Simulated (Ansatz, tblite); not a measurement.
**RuO3(NH) (HNO3Ru): rung by rung**

How do method and basis change the picture of RuO3(NH) (HNO3Ru) (singlet)?

Program: Ansatz 0.2.0, Gaussian basis. Level of theory: as each input shows. These are calculated values, not measurements.

Levels to be run: GFN1-xTB, GFN2-xTB, PBE-D4/def2-TZVP, r2SCAN-D4/def2-TZVP, PBE-QIDH/def2-TZVP, LC-ωPBE/def2-TZVP, BLYP-D4/def2-TZVP, HSE06-D4/def2-TZVP, CAM-B3LYP-D4/def2-TZVP, revPBE-D4/def2-TZVP, ωB97X-V/def2-TZVP, PBE-D4/def2-SVP, PBE0-D4/def2-SVP, PBE0-D4/def2-TZVPD, PBE-D4/def2-TZVPD, r2SCAN-D4/def2-TZVPD, CCSD(T)/def2-TZVPP, MP2/def2-TZVP, RPA/def2-TZVP.

1 further run of the same task is left out (set aside as unsound or not needed).

**1. The structure**

The singlet was relaxed beforehand with PBE0-D4/def2-SVP.

6 atoms, charge 0, spin multiplicity 1.

Bond lengths: Ru1–O2 1.674 Å, Ru1–O3 1.667 Å, Ru1–O4 1.674 Å, Ru1–N5 1.713 Å, N5–H6 1.026 Å. Angles: O2–Ru1–O3 111.3°, O2–Ru1–O4 107.8°, O2–Ru1–N5 109.6°, O3–Ru1–O4 111.3°, O3–Ru1–N5 107.3°, O4–Ru1–N5 109.6°, Ru1–N5–H6 129.8°.

Formally the metal is d0. Ru takes a core potential in the def2 sets. No spin-orbit coupling is included.

PBE0-D4/def2-TZVP was run before; its log isn't repeated, and its numbers join the tables.

**2. GFN1-xTB**

Tight binding, by tblite at 300 K electronic temperature and without a spin-polarisation term:

```python
tblite.interface.Calculator('GFN1-xTB', numbers, positions, charge=0, uhf=0).singlepoint()
```

Energy -570.8547 eV, HOMO -14.16 eV, LUMO -11.81 eV; 0.003 s.

**3. GFN2-xTB**

Tight binding, by tblite at 300 K electronic temperature and without a spin-polarisation term:

```python
tblite.interface.Calculator('GFN2-xTB', numbers, positions, charge=0, uhf=0).singlepoint()
```

Energy -505.4986 eV, HOMO -13.65 eV, LUMO -11.22 eV; 0.003 s.

**4. PBE-D4/def2-TZVP**

start.molden holds the orbitals of an earlier run on this state, given as this run's starting guess.

The input, in.yaml:

```yaml
crystal:
  periodic: [false, false, false]
  atoms:
    - {symbol: Ru, position_ang: [0.264539, 0.327607, 0.102456]}
    - {symbol: O, position_ang: [0.110529, 0.296177, 1.768617]}
    - {symbol: O, position_ang: [1.861245, 0.467113, -0.356221]}
    - {symbol: O, position_ang: [-0.648034, 1.607897, -0.470942]}
    - {symbol: N, position_ang: [-0.327457, -1.139096, -0.555895]}
    - {symbol: H, position_ang: [-1.260823, -1.559698, -0.488015]}
basis:
  gaussian: {orbitals: def2-TZVP, initial_orbitals: start.molden}
hamiltonian: {xc: pbe, dispersion: d4}
scf: {omitted_lower_state_checks: [starts]}
output: {orbitals: {seedname: orbitals}}
```

Launch:

```bash
$ ansatz run in.yaml --threads 4 --pin off --events-out ev --progress --plain --max-ram 3916MiB
```

The runs that follow: r2SCAN-D4/def2-TZVP; PBE-QIDH/def2-TZVP; LC-ωPBE/def2-TZVP; BLYP-D4/def2-TZVP; HSE06-D4/def2-TZVP; CAM-B3LYP-D4/def2-TZVP; revPBE-D4/def2-TZVP; ωB97X-V/def2-TZVP; PBE-D4/def2-SVP; PBE0-D4/def2-SVP; PBE0-D4/def2-TZVPD; PBE-D4/def2-TZVPD; r2SCAN-D4/def2-TZVPD; CCSD(T)/def2-TZVPP; MP2/def2-TZVP; RPA/def2-TZVP.

**Question.** What will the summary of the whole plan be? Wanted: gap in def2-TZVP, named functionals, smallest and largest; correlation energy, CCSD(T)/def2-TZVPP; correlation energy, MP2/def2-TZVP; binding an atom, functionals in def2-TZVP; PBE0 total energy, smallest basis above largest.

**Answer**, as computed:

```
                                                 quantity                                 value
gap in def2-TZVP, named functionals, smallest and largest  2.48 eV (BLYP-D4), 8.93 eV (LC-ωPBE)
                   correlation energy, CCSD(T)/def2-TZVPP                             -49.17 eV
                        correlation energy, MP2/def2-TZVP                             -49.36 eV
                binding an atom, functionals in def2-TZVP    3.25 (LC-ωPBE) to 4.16 eV (PBE-D4)
          PBE0 total energy, smallest basis above largest       10.29 eV (def2-SVP, def2-TZVPD)
```

In words: Over the named functionals in def2-TZVP the gap runs from 2.48 eV (BLYP-D4) to 8.93 eV (LC-ωPBE); exact exchange widens it. Notes on CCSD(T)/def2-TZVPP and its Hartree-Fock reference, which MP2 shares: restricted state is unstable towards broken spin symmetry.
